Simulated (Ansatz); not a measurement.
# NBrO (nitrosyl bromide): levels of theory compared

Aim: a comparison of 6 runs (HF/STO-3G, B2PLYP/STO-3G, BLYP/STO-3G, r2SCAN0/STO-3G, MP2/STO-3G, UMP2/STO-3G) of NBrO (nitrosyl bromide). 

The calculation is run with Ansatz 0.2.0.

51 further runs of the same task are left out: 13 that didn't finish, 38 set aside as unsound or not needed.

### 1 The structure to begin with

NBrO: 3 atoms, total charge 0, spin state singlet. SMILES: `O=NBr`. The Br3–N2 distance was set to 4.959 Å, away from the relaxed value. At this shape a bond of the SMILES string is far longer than usual.

Bond lengths: O1–N2 1.157 Å.

### 2 The energy at HF/STO-3G (run 1)

The input, in.yaml:

```yaml
basis:
  gaussian:
    orbitals: STO-3G
crystal:
  periodic: [false, false, false]
  atoms:
    - {symbol: O, position_ang: [2.127504, -3.342498, 0.811570]}
    - {symbol: "N", position_ang: [1.112024, -3.286038, 0.259240]}
    - {symbol: Br, position_ang: [-0.865960, 1.220600, -0.345330]}
total_charge: 0
hamiltonian:
  xc: hf
accuracy: high
```

Launch:

```console
ansatz run in.yaml --threads 1 --pin off --max-ram 2610MiB --events-out events.jsonl --progress --plain --runs-dir runs
```

Log:

```text
Warning: RAYON_NUM_THREADS=1 ignored (pool sized by the plan → 1); use --threads N
Functional definition: HF
  name "HF"
  exchange = exact_x
  correlation = 0
337 factors; integrals over basis functions are off by at most 3.3e-8 eV
mean field evaluation 1: about -72704.1463 eV, gradient 9.4e0 eV
mean field evaluation 2: about -72704.1587 eV, gradient 9.5e0 eV
mean field evaluation 4: about -72704.3203 eV, gradient 4.3e0 eV
mean field evaluation 8: about -72603.1949 eV, gradient 1.3e1 eV
mean field evaluation 16: about -72707.5076 eV, gradient 2.7e-2 eV
mean field evaluation 32: about -72697.7549 eV, gradient 1.1e1 eV
mean field -72707.50759562 eV, -2671.9516212204 hartree, gradient 8.4e-9 eV, S^2 0.000000; 1 other end points of the search recorded, 0 dependent functions left out
reference -72707.50759562 eV, -2671.9516212204 hartree; 25, 25 occupied and 3, 3 virtual orbitals, 337 factors
Total energy: -72707.50759562 eV, -2671.9516212204 hartree
```

It took 0.3 s on 1 thread of Arm Neoverse V1, shared host.

### 3 The energy at B2PLYP/STO-3G (run 2)

The input, in.yaml:

```yaml
crystal:
  periodic: [false, false, false]
  atoms:
    - {symbol: O, position_ang: [2.127504, -3.342498, 0.811570]}
    - {symbol: "N", position_ang: [1.112024, -3.286038, 0.259240]}
    - {symbol: Br, position_ang: [-0.865960, 1.220600, -0.345330]}
basis:
  gaussian: {orbitals: STO-3G}
hamiltonian: {xc: {name: B2PLYP}}
correlation: {frozen_orbitals: {Br: 9, "N": 1, O: 1}}
accuracy: high
```

Launch:

```console
ansatz run in.yaml --threads 1 --pin off --max-ram 2610MiB --events-out events.jsonl --progress --plain --runs-dir runs
```

Log (excerpt; [...] marks lines left out):

```text
Warning: RAYON_NUM_THREADS=1 ignored (pool sized by the plan → 1); use --threads N
Functional definition: B2PLYP
  name "B2PLYP"
[...]
337 factors; integrals over basis functions are off by at most 3.3e-8 eV
[...]
mean field -72747.93296506 eV, -2673.4372261461 hartree, gradient 2.4e-8 eV, S^2 0.000000; 6 other end points of the search recorded, 0 dependent functions left out; unrestricted orbitals would lower it
11 core orbitals not correlated: weight in the atoms' cores, before any rotation towards them, 1.000 or more for the frozen orbitals, at most 0.000 for the correlated occupied ones
reference -72747.93298272 eV, -2673.4372267951 hartree; 14, 14 occupied and 3, 3 virtual orbitals, 337 factors
second order -17.54260514 eV of doubles, -0.00000000 eV of singles
Total energy: -72752.66948611 eV, -2673.6112900841 hartree
```

Run time: 5.1 s. Hardware: 1 thread of Arm Neoverse V1, shared host; peak memory 0.096 GiB.

Runs 3 to 5 aren't shown in full; the table further down has their settings and results.

### 4 A single-point energy at UMP2/STO-3G (run 6)

The input, molecule.yaml:

```yaml
crystal:
  periodic: [false, false, false]
  atoms:
    - symbol: O
      position_ang: [2.127504, -3.342498, 0.811570]
    - symbol: N
      position_ang: [1.112024, -3.286038, 0.259240]
    - symbol: Br
      position_ang: [-0.865960, 1.220600, -0.345330]
basis:
  gaussian: {orbitals: STO-3G}
magnetization: {spin_polarized: true}
accuracy: high
correlation: {method: mp2, frozen_orbitals: {Br: 9, "N": 1, O: 1}}
```

Launch:

```console
ansatz run molecule.yaml --threads 1 --pin off --max-ram 2610MiB --events-out events.jsonl --progress --plain --runs-dir runs
```

Log (excerpt; [...] marks lines left out):

```text
Warning: RAYON_NUM_THREADS=1 ignored (pool sized by the plan → 1); use --threads N
[... 2 set-up lines as earlier in the session ...]
[...]
337 factors; integrals over basis functions are off by at most 3.3e-8 eV
[...]
mean field -72713.43327234 eV, -2672.1693858233 hartree, gradient 2.8e-8 eV, S^2 1.246140; 19 other end points of the search recorded, 0 dependent functions left out
11 core orbitals not correlated: weight in the atoms' cores, before any rotation towards them, 1.000 or more for the frozen orbitals, at most 0.000 for the correlated occupied ones
reference -72713.43327234 eV, -2672.1693858233 hartree; 14, 14 occupied and 3, 3 virtual orbitals, 337 factors
second order -2.41532285 eV of doubles, -0.00000000 eV of singles
Total energy: -72715.84859519 eV, -2672.2581473008 hartree
```

Run time: 5.1 s. Hardware: 1 thread of Arm Neoverse V1, shared host; peak memory 0.092 GiB.

### 5 The series

```csv
run,level,frozen core orbitals,energy (Eh),wall time
1,HF/STO-3G,–,-2671.951621,0.3 s
2,B2PLYP/STO-3G,11,-2673.611290,5.1 s
3,BLYP/STO-3G,–,-2673.901710,10 s
4,r2SCAN0/STO-3G,–,-2674.108380,23 s
5,MP2/STO-3G,11,-2672.325941,0.93 s
6,UMP2/STO-3G,11,-2672.258147,5.1 s
```

### 6 What came out

```
                                           quantity           value
                                run 6: total energy  -2672.25815 Eh
run 6: correlation energy (11 core orbitals frozen)       -88.8 mEh
           run 6: ⟨S²⟩ of the reference determinant           1.246
```

Below the HF energy at the same shape and in the same basis (STO-3G): MP2 -374.3 mEh; UMP2 -306.5 mEh. Some of these start from another determinant than that one, so these aren't their correlation energies. Totals of different functionals can't be ranked against each other. In runs 2, 5 the log says that unrestricted orbitals would lower the reference, so the values rest on an unstable closed-shell determinant (other closed-shell runs at this shape may share the fault). In runs 1, 2, 3, 4, 5, 6 the basis is minimal, so the values are rough. In runs 1, 2, 3, 4, 5 a closed-shell determinant meets a far-stretched bond, which it describes badly. Spin contamination of the reference: run 6 ⟨S²⟩ = 1.25. Where it is this large, the reference is a mixture of spin states, and values that rest on it are in doubt. All runs together took 44 s, the longest 23 s.
